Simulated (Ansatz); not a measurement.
# C₂H₉AlSSi: a ladder of functionals and wavefunction methods

The task here is to estimate one member of a computed series from the others.

The runs use Ansatz 0.2.0, Gaussian basis; functionals in def2-TZVPP, the program's frozen cores in correlated methods.

Levels to be run: PBE-D4, r2SCAN-D4, PBE0-D4, B3LYP-D4, ωB97X-V, ωB97M-V, B2PLYP; CCSD(T)/def2-TZVPP; MP2/def2-QZVPP; extrapolation to the limit.

### The relaxed structure

All runs share one geometry, relaxed beforehand with PBE0-D4 in a triple-zeta def2 set.

14 atoms, charge 0, spin multiplicity 1.

Atoms are counted from 1 here; the program's logs count them from 0.

Bond lengths: Al1–C2 1.964 Å, Al1–S3 2.427 Å, Al1–H6 1.584 Å, Al1–H7 1.589 Å, C2–S3 1.848 Å, C2–H8 1.088 Å, C2–H9 1.090 Å, S3–C4 1.800 Å, C4–Si5 1.887 Å, C4–H10 1.093 Å, C4–H11 1.094 Å, Si5–H12 1.485 Å, Si5–H13 1.483 Å, Si5–H14 1.486 Å. Angles: C2–Al1–S3 48.4°, C2–Al1–H6 118.3°, C2–Al1–H7 117.5°, S3–Al1–H6 113.1°, S3–Al1–H7 106.3°, H6–Al1–H7 124.0°, Al1–C2–S3 79.0°, Al1–C2–H8 125.0°, Al1–C2–H9 119.3°, S3–C2–H8 109.0°, S3–C2–H9 107.0°, H8–C2–H9 110.2°, Al1–S3–C2 52.6°, Al1–S3–C4 100.4°, C2–S3–C4 101.8°, S3–C4–Si5 110.9°, S3–C4–H10 108.6°, S3–C4–H11 109.3° and more.

The first run:

Input file in.yaml:

```yaml
crystal:
  periodic: [false, false, false]
  atoms:
    - {symbol: Al, position_ang: [-1.126568, 1.853921, 0.708240]}
    - {symbol: C, position_ang: [-1.559467, 0.121146, 1.524029]}
    - {symbol: S, position_ang: [0.237729, -0.102321, 1.157986]}
    - {symbol: C, position_ang: [0.189557, -0.909656, -0.450450]}
    - {symbol: Si, position_ang: [1.859559, -0.777715, -1.318336]}
    - {symbol: H, position_ang: [-0.797940, 3.072923, 1.665105]}
    - {symbol: H, position_ang: [-1.233702, 1.967884, -0.872831]}
    - {symbol: H, position_ang: [-2.120813, -0.673986, 1.037639]}
    - {symbol: H, position_ang: [-1.674380, 0.055320, 2.605587]}
    - {symbol: H, position_ang: [-0.087171, -1.957588, -0.306767]}
    - {symbol: H, position_ang: [-0.570132, -0.428949, -1.073630]}
    - {symbol: H, position_ang: [2.924014, -1.349220, -0.455095]}
    - {symbol: H, position_ang: [2.160624, 0.645884, -1.605431]}
    - {symbol: H, position_ang: [1.785792, -1.546841, -2.587346]}
basis:
  gaussian: {orbitals: def2-TZVPP}
hamiltonian: {xc: pbe, dispersion: d4}
output: {forces: true, orbitals: {seedname: orbitals}}
```

On the command line:

```
$ ansatz run in.yaml --threads 4 --pin off --events-out ev --progress --plain --max-ram 10444MiB
```

Steps of the session up to this table: PBE-D4 (GGA); r2SCAN-D4 (meta-GGA); PBE0-D4 (hybrid); B3LYP-D4 (hybrid); ωB97X-V (range-separated); ωB97M-V (range-separated); B2PLYP (double hybrid); CCSD(T) in def2-TZVPP; MP2 in def2-QZVPP.

One of the session's tables, all rows but one given; the rest of the session is left out.

| method | atomisation energy (kJ/mol) |
| --- | --- |
| PBE-D4 | 4559.4 |
| r2SCAN-D4 | 4553.7 |
| PBE0-D4 | 4526.9 |
| B3LYP-D4 | 4528.3 |
| ωB97X-V | 4565.6 |
| ωB97M-V | 4556.3 |
| B2PLYP | 4467.7 |
| HF/def2-TZVPP | 3381.9 |
| MP2/def2-TZVPP | ? |
| CCSD/def2-TZVPP | 4369.9 |
| CCSD(T)/def2-TZVPP | 4427.6 |
| MP2/CBS | 4559.2 |
| CCSD(T)/CBS | 4542.9 |

**Question.** Estimate the row for MP2/def2-TZVPP.

The run gave: atomisation energy (kJ/mol): 4443.9. In the column «atomisation energy (kJ/mol)» it lies between CCSD(T)/def2-TZVPP (4427.6) and B2PLYP (4467.7).

To keep in mind: Free atoms (1 Al, 2 C, 1 S, 1 Si, 9 H) were run apart at each level; the atomisation energy is their sum less the molecule, without zero-point or spin-orbit terms.
